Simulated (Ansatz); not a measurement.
# GeNH₄ (quartet): the correlation ladder at distance Ge1–H5 along a hydrogen transfer = 1.760 Å, cc-pVDZ

An exercise on one series of results from a longer session: the logs are not shown, and one member is left open.

Method: cc-pVDZ, core rule «outside noble gas», up to 15 orbitals frozen; program: Ansatz 0.2.0, Gaussian basis.

To be run: UHF; CCSD(T) on ROHF; CCSD(T) on UHF; BCCD(T) on ROHF; CISD; CCSDT(Q) on ROHF; CCSDT(Q) on UHF; CASSCF and MRCISD+Q, 5 electrons in 5 orbitals; CASSCF and NEVPT2, 5 electrons in 5 orbitals.

10 further runs of the same task are left out: 2 for a mislabelled method, 8 that didn't finish.

## The geometry

The geometry derives from fragments relaxed apart (PBE0/def2-TZVP) and kept rigid, so it is no stationary point. A hydrogen atom is moved between rigid fragments. No spin-orbit coupling is included. The filled d shell of Ge may be among the frozen orbitals whatever the setting's name suggests; the logs give the count.

6 atoms, charge 0, spin multiplicity 4.

Atoms are counted from 1 here; the program's logs count them from 0.

Bond lengths: Ge1–H2 1.534 Å, Ge1–H3 1.534 Å, Ge1–H4 1.534 Å, Ge1–H5 1.760 Å, H5–N6 1.209 Å. Angles: H2–Ge1–H3 109.5°, H2–Ge1–H4 109.5°, H2–Ge1–H5 109.5°, H3–Ge1–H4 109.5°, H3–Ge1–H5 109.5°, H4–Ge1–H5 109.5°, Ge1–H5–N6 180.0°.

Geometry (Å):

```xyz
6
charge 0, multiplicity 4
Ge   -0.4611    0.0000    0.0000
H    -0.9726    1.4466    0.0000
H    -0.9726   -0.7233    1.2528
H    -0.9726   -0.7233   -1.2528
H     1.2989    0.0000    0.0000
N     2.5079    0.0000    0.0000
```

Set-up of the first run:

Contents of in.yaml:

```yaml
crystal:
  periodic: [false, false, false]
  atoms:
    - {symbol: Ge, position_ang: [-0.461117, 0.000000, 0.000000]}
    - {symbol: H, position_ang: [-0.972566, 1.446599, 0.000000]}
    - {symbol: H, position_ang: [-0.972566, -0.723300, 1.252792]}
    - {symbol: H, position_ang: [-0.972566, -0.723299, -1.252792]}
    - {symbol: H, position_ang: [1.298883, 0.000000, 0.000000]}
    - {symbol: N, position_ang: [2.507883, 0.000000, 0.000000]}
basis:
  gaussian: {orbitals: cc-pVDZ}
magnetization: {spin_polarized: true, initial_magnetization: 3}
hamiltonian: {xc: hf}
output: {orbitals: {seedname: orbitals}}
```

Run with:

```
> ansatz run in.yaml --threads 1 --pin off --events-out ev --progress --plain --max-ram 2393MiB
```

Among the steps run: UHF; CCSD(T) on ROHF; CCSD(T) on UHF; BCCD(T) on ROHF; CISD; CCSDT(Q) on ROHF; CCSDT(Q) on UHF; CASSCF and MRCISD+Q, 5 electrons in 5 orbitals; CASSCF and NEVPT2, 5 electrons in 5 orbitals.

One of the session's tables, all rows but one given; the rest of the session is left out.

| method | from UCCSDT(Q) (meV) |
| --- | --- |
| ROHF | +7359.6 |
| UHF | +6952.3 |
| RMP2 | +1384.2 |
| UMP2 | +1441.4 |
| CISD | +736.4 |
| RCCSD | +179.0 |
| UCCSD | +168.8 |
| RCCSD(T) | +38.1 |
| UCCSD(T) | +35.3 |
| BCCD(T) | +38.0 |
| RCCSDT | ? |
| UCCSDT | +6.5 |
| RCCSDT(Q) | +3.5 |
| UCCSDT(Q) | 0 |

Q: Estimate the row for RCCSDT from the others.

The run gave: from UCCSDT(Q) (meV): +10.5. In the column «from UCCSDT(Q) (meV)» it lies between UCCSDT (+6.5) and UCCSD(T) (+35.3).

Left out of the table: CASSCF pair, NEVPT2 pair, MRCISD pair, MRCISD+Q pair (the active space lost an orbital or holds another state than full CI finds).

Limits of these values: Restricted and unrestricted rows rest on different reference determinants; where their highest levels disagree by more than a few hundredths of an eV, they describe different states and don't form one ladder. Warnings in the runs' records: passed over end.
